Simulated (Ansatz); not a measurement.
GaGe3:

```
CELL_PARAMETERS angstrom
0.00000 3.38717 3.38717
3.38717 0.00000 3.38717
3.38717 3.38717 0.00000
ATOMIC_POSITIONS crystal
Ge 0.50000 0.50000 0.50000
Ge 0.75000 0.75000 0.75000
Ge 0.25000 0.25000 0.25000
Ga 0.00000 0.00000 0.00000
```

The cell comes from a database or a generator and needn't be the stable form of this composition.

| Item | Value |
| --- | --- |
| Program | Ansatz 0.2.0 |
| Task | single point |
| Functional | PBEsol |
| Potentials or basis | Ansatz PAW |
| Cutoff | 420 eV (not typed: the program's choice for these potentials) |
| k mesh | 7 × 7 × 7 |
| Occupations | fermi-dirac, width 0.05 eV |
| Spin | no spin polarisation |

On this cell: pressure -3.9 GPa; largest force zero by symmetry; band gap on the k mesh none (metal or under the smearing width).

The same run follows on a disturbed copy (atoms moved at random, drawn with an rms of 0.05 Å):

```xyz
4
Lattice="0.0000 3.3872 3.3872 3.3872 0.0000 3.3872 3.3872 3.3872 0.0000" Properties=species:S:1:pos:R:3 pbc="T T T"
Ge    3.3730    3.3939    3.4160
Ge    5.0738    5.0998    5.1187
Ge    1.7175    1.6971    1.7076
Ga   -0.0238    0.0694   -0.0266
```

Task: What changes?

Result: The energy (extrapolated to zero smearing) moves by +1.9 meV/atom; pressure -3.8 GPa; largest force 0.155 eV/Å; band gap on the k mesh none (metal or under the smearing width).

Forces in eV/Å, atoms in the order of the input:
```
Ge   0.019  0.028 -0.026
Ge   0.008  0.018 -0.053
Ge  -0.073  0.062 -0.023
Ga   0.046 -0.107  0.102
```

Stress tensor (GPa, compression positive):
```
-3.86 -0.01  0.03
-0.01 -3.83 -0.08
 0.03 -0.08 -3.83
```

Caveats: the PAW data sets come from PBE, with cores solved anew for the run's functional, which leaves a small shift of forces and pressure.
